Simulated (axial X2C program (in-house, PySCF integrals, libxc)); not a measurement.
# RuO⁺: properties at the nuclei

Wanted for RuO⁺: properties at the nuclei, at the two-component level.

The runs use an in-house X2C program for linear molecules on PySCF integrals; two-component X2C with atomic mean-field terms, Ru dyall-cv3z, O dyall-av3z.

All values are calculated.

## Step 1: Set-up

task.json reads:

```json
{"zs": [44, 8], "q": 1, "bas": ["dyall-cv3z", "dyall-av3z"], "r0": 1.71, "levels": ["PBE0", "HF", "r2SCAN", "B3LYP", "BP86"], "nst": 3}
```

Keys: zs atomic numbers; q charge; bas basis sets; r0 starting distance in Å; levels methods (HF also brings MP2); nst determinants followed.

Started as:

```bash
python soeom.py task.json out
```

After this run come: Expectation values, lowest determinant; Expectation values, a higher determinant; Expectation values, a higher determinant.

Before running it: what results should come out? Wanted: lowest determinant; Eeff magnitude; Ws magnitude Ru; A∥/gI Ru; qzz Ru; higher determinant (for each run or level that gives them).

The runs gave:

| quantity | value |
| --- | --- |
| lowest determinant | Ω = 7/2 (excess of +ω over −ω: ω = -1/2, ω = 3/2, ω = 5/2) |
| Eeff magnitude (GV/cm), PBE0 | 0.745 |
| Ws magnitude Ru (kHz), PBE0 | 0.00304 |
| A∥/gI Ru (MHz), PBE0 | 103 |
| qzz Ru (a.u.), PBE0 | 2.07 |
| higher determinant | Ω = 1/2 (excess of +ω over −ω: ω = 1/2) |
| Eeff magnitude (GV/cm), PBE0, higher determinant | 0.941 |
| Ws magnitude Ru (kHz), PBE0, higher determinant | 0.0527 |
| A∥/gI Ru (MHz), PBE0, higher determinant | 2760 |
| qzz Ru (a.u.), PBE0, higher determinant | 2.82 |
| higher determinant | Ω = 5/2 (excess of +ω over −ω: ω = 5/2) |
| Eeff magnitude (GV/cm), PBE0, higher determinant | 6.73 |
| Ws magnitude Ru (kHz), PBE0, higher determinant | 1.11 |
| A∥/gI Ru (MHz), PBE0, higher determinant | 947 |
| qzz Ru (a.u.), PBE0, higher determinant | -3.05 |

**Reading.** In the first state, the effective field runs from 0.204 to 0.868 GV/cm over the mean-field levels, so the levels don't agree on it. The expectation values come from single determinants, which for open shells can mix terms of unlike spin or miss the lowest Ω, so a determinant need not be a state. Eeff is the effective electric field on the electron dipole moment in this Ω state and Ws the scalar–pseudoscalar constant (defined with the proton number Z and per Ω); A∥ is the parallel hyperfine constant, which follows by multiplying with the nuclear g factor gI = μI/(I μN); qzz is the electric field gradient, eQq0 = 234.96 MHz × Q/barn × qzz. The operators were transformed with the bare-nucleus X2C matrices.
